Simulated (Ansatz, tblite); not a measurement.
# The cluster Ag3Ge2−: rung by rung

Aim: run the singlet of the cluster Ag3Ge2− at one geometry on many levels, and compare frontier levels, spin and run time.

Computed with Ansatz 0.2.0, Gaussian basis. Level: as each input shows.

The runs, in order: GFN1-xTB, GFN2-xTB, PBE-D4/def2-TZVPD, r2SCAN-D4/def2-TZVPD, revPBE-D4/def2-TZVPD, B97M-V/def2-TZVPD, BHLYP-D4/def2-TZVPD, MP2/def2-TZVPD, RPA/def2-TZVPD.

6 further runs of the same task are left out: 6 set aside as unsound or not needed. Runs told in other sessions of the task aren't counted.

## (1) The geometry

The singlet was relaxed beforehand with r2SCAN-D4/def2-SVPD. At that level it is the lowest of the isomers that a small search found.

5 atoms, charge -1, spin multiplicity 1.

Bond lengths: Ag1–Ag2 2.790 Å, Ag1–Ag3 2.791 Å, Ag1–Ge4 2.611 Å, Ag1–Ge5 2.682 Å, Ag2–Ag3 2.665 Å, Ag3–Ge4 2.482 Å, Ge4–Ge5 2.279 Å. Angles: Ag2–Ag1–Ag3 57.1°, Ag2–Ag1–Ge4 111.6°, Ag2–Ag1–Ge5 162.6°, Ag3–Ag1–Ge4 54.6°, Ag3–Ag1–Ge5 105.6°, Ge4–Ag1–Ge5 51.0°, Ag1–Ag2–Ag3 61.5°, Ag1–Ag3–Ag2 61.5°, Ag1–Ag3–Ge4 59.0°, Ag2–Ag3–Ge4 120.5°, Ag1–Ge4–Ag3 66.4°, Ag1–Ge4–Ge5 66.1°, Ag3–Ge4–Ge5 132.5°, Ag1–Ge5–Ge4 62.9°.

Ag takes a core potential in the def2 sets. No spin-orbit coupling is included. The ion is computed in the gas phase, without counter-ions or solvent.

PBE0-D4/def2-TZVPD was run before; its log isn't repeated, and its numbers join the tables.

## (2) GFN1-xTB

Tight binding, by tblite at 300 K electronic temperature and without a spin-polarisation term:

```python
tblite.interface.Calculator('GFN1-xTB', numbers, positions, charge=-1, uhf=0).singlepoint()
```

Energy -410.1738 eV, HOMO -6.67 eV, LUMO -5.44 eV; 0.023 s.

## (3) GFN2-xTB

Tight binding, by tblite at 300 K electronic temperature and without a spin-polarisation term:

```python
tblite.interface.Calculator('GFN2-xTB', numbers, positions, charge=-1, uhf=0).singlepoint()
```

Energy -431.0579 eV, HOMO -3.51 eV, LUMO -2.66 eV; 0.02 s.

## (4) PBE-D4/def2-TZVPD

start.molden holds the orbitals of an earlier run on this state, given as this run's starting guess.

File in.yaml:

```yaml
crystal:
  periodic: [false, false, false]
  atoms:
    - {symbol: Ag, position_ang: [1.046812, -0.410475, -0.040894]}
    - {symbol: Ag, position_ang: [1.691506, 2.304124, -0.060833]}
    - {symbol: Ag, position_ang: [-0.880112, 1.607626, 0.013556]}
    - {symbol: Ge, position_ang: [-1.534349, -0.785641, 0.074971]}
    - {symbol: Ge, position_ang: [-0.323856, -2.715634, 0.013201]}
basis:
  gaussian: {orbitals: def2-TZVPD, initial_orbitals: start.molden}
total_charge: -1
hamiltonian: {xc: pbe, dispersion: d4}
scf: {omitted_lower_state_checks: [starts]}
output: {forces: true, orbitals: {seedname: orbitals}}
```

The run is started by

```sh
ansatz run in.yaml --threads 4 --pin off --events-out ev --progress --plain --max-ram 4787MiB
```

The runs that follow: r2SCAN-D4/def2-TZVPD; revPBE-D4/def2-TZVPD; B97M-V/def2-TZVPD; BHLYP-D4/def2-TZVPD; MP2/def2-TZVPD; RPA/def2-TZVPD.

Before running them: what should the planned runs give, taken together? Wanted: gap in def2-TZVPD, named functionals, smallest and largest; correlation energy, MP2/def2-TZVPD.

**Answer**, as computed:

| quantity | value |
| --- | --- |
| gap in def2-TZVPD, named functionals, smallest and largest | 0.92 eV (PBE-D4), 3.26 eV (BHLYP-D4) |
| correlation energy, MP2/def2-TZVPD | -54.72 eV |

**Reading.** Over the named functionals in def2-TZVPD the gap runs from 0.92 eV (PBE-D4) to 3.26 eV (BHLYP-D4); exact exchange widens it.
